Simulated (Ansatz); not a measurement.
# Sn3Se2: the cost of one run

Method: DFT PBE, scalar-relativistic, plane waves, PAW, unless a step names another level, in Ansatz 0.2.0.

6 further runs of the same task are left out: 4 that didn't finish, 2 set aside as unsound or not needed.

**1. The structure to begin with**

Symmetry: P4/nmm, No. 129, tetragonal system. The conventional cell has a = 4.282 Å, b = 4.282 Å, c = 15.564 Å, α = 90.00°, β = 90.00°, γ = 90.00°. Sn (site symmetry 4mm) is surrounded by 5 Se at 2.81 to 3.03 Å. Sn (site symmetry 4mm) is surrounded by 5 Se at 2.83 to 3.03 Å. Sn (site symmetry -4m2) has 4 Sn at 3.03 Å as nearest neighbours. Se (site symmetry 4mm) is surrounded by 5 Sn at 2.83 to 3.03 Å. Se (site symmetry 4mm) has 5 Sn at 2.81 to 3.03 Å as nearest neighbours.

As a file:

```xyz
10
Lattice="4.2821 0.0000 0.0000 0.0000 4.2821 0.0000 0.0000 0.0000 15.5644" Properties=species:S:1:pos:R:3 pbc="T T T"
Sn    0.0000    2.1410    6.1327
Sn    0.0000    2.1410   12.3476
Sn    2.1410    0.0000    9.4317
Sn    2.1410    0.0000    3.2168
Sn    2.1410    2.1410    0.0000
Sn    0.0000    0.0000    0.0000
Se    0.0000    2.1410    9.5126
Se    0.0000    2.1410    3.3251
Se    2.1410    0.0000    6.0517
Se    2.1410    0.0000   12.2393
```

It came out lowest among 22 distinct ends of the trial cells. At a tolerance of 0.05 Å it has space group P4/nmm (No. 129).

**2. A stricter relaxation, on the response runs' mesh and smearing**

input.yaml

```yaml
crystal:
  lattice:
    - [4.2820878433, 0.0, 0.0]
    - [0.0, 4.2820878433, 0.0]
    - [0.0, 0.0, 15.5643677969]
  atoms:
    - { symbol: Sn, position: [0.0, 0.5, 0.3940187242] }
    - { symbol: Sn, position: [0.0, 0.5, 0.7933232115] }
    - { symbol: Sn, position: [0.5, 0.0, 0.6059812758] }
    - { symbol: Sn, position: [0.5, 0.0, 0.2066767885] }
    - { symbol: Sn, position: [0.5, 0.5, 0.0] }
    - { symbol: Sn, position: [0.0, 0.0, 0.0] }
    - { symbol: Se, position: [0.0, 0.5, 0.6111800404] }
    - { symbol: Se, position: [0.0, 0.5, 0.2136357665] }
    - { symbol: Se, position: [0.5, 0.0, 0.3888199596] }
    - { symbol: Se, position: [0.5, 0.0, 0.7863642335] }
basis:
  ecutwfc: 420
kpoints:
  mp_grid: { grid: [8, 8, 4] }
hamiltonian:
  xc: pbe
scf:
  occupations: { method: gaussian, width: 0.1 }
output:
  forces: true
  stress: true
  eigenvalues: true
relax:
  adjacent_minimum: "off"
  f_tol: 0.001
  max_steps: 60
  cell: { stress_tol: 0.01 }
```

Launch:

```
ansatz run input.yaml --threads 3 --pin off --max-ram 7680MiB --backend cpu --events-out ev --progress --plain --runs-dir out
```

What time and memory should one allow on 3 threads of Arm Neoverse V1, shared host?

About 2.1 min, with a peak of 1.2 GiB.
